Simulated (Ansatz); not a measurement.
# P (black phosphorus): the cost of one run

Program: Ansatz 0.2.0. Level of theory: DFT PBE+D3(BJ), scalar-relativistic, plane waves, PAW. These are calculated values, not measurements.

### Step 1. Starting point

Symmetry: Cmce, No. 64, orthorhombic system. The conventional cell has a = 3.316 Å, b = 10.484 Å, c = 4.379 Å, α = 90.00°, β = 90.00°, γ = 90.00°. P (site symmetry m) is surrounded by 3 P at 2.22 to 2.24 Å.

As a file:

```cif
data_structure
_symmetry_space_group_name_H-M 'P 1'
_symmetry_Int_Tables_number 1
_cell_length_a 5.4980
_cell_length_b 5.4980
_cell_length_c 4.3793
_cell_angle_alpha 90.000
_cell_angle_beta 90.000
_cell_angle_gamma 144.893
_cell_volume 76.13
loop_
_atom_site_label
_atom_site_type_symbol
_atom_site_fract_x
_atom_site_fract_y
_atom_site_fract_z
_atom_site_occupancy
P1 P 0.89838 0.10162 0.08068 1
P2 P 0.60162 0.39838 0.58068 1
P3 P 0.10162 0.89838 0.91932 1
P4 P 0.39838 0.60162 0.41932 1
```

The structure rests on an entry of the Crystallography Open Database; cell or positions may have been set otherwise for this series.

### Step 2. Cell and atoms relaxed at 0 GPa

The input, input.yaml:

```yaml
crystal:
  lattice:
    - [1.6582, -5.242, 0.0]
    - [1.6582, 5.242, 0.0]
    - [0.0, 0.0, 4.3793]
  atoms:
    - { symbol: P, position: [0.89838, 0.10162, 0.08068] }
    - { symbol: P, position: [0.60162, 0.39838, 0.58068] }
    - { symbol: P, position: [0.10162, 0.89838, 0.91932] }
    - { symbol: P, position: [0.39838, 0.60162, 0.41932] }
scf:
  occupations: { method: gaussian, width: 0.02 }
output:
  forces: true
  stress: true
  eigenvalues: true
  write_density: true
  write_potential: true
  elf: true
  volumetric_format: npy
hamiltonian:
  xc: pbe
  dispersion: d3bj
basis:
  ecutwfc: 440
kpoints:
  mp_grid: { grid: [9, 9, 9] }
relax:
  f_tol: 0.002
  max_steps: 60
  cell: { stress_tol: 0.01, p_target: 0 }
```

The run is started by

```bash
> ansatz run input.yaml --threads 4 --pin off --max-ram 10240MiB --backend cpu --events-out ev --progress --plain --runs-dir out
```

What time and memory should one allow on 4 threads of Intel Xeon Platinum 8488C (Sapphire Rapids), shared host?

About 14 s, with a peak of 0.52 GiB.
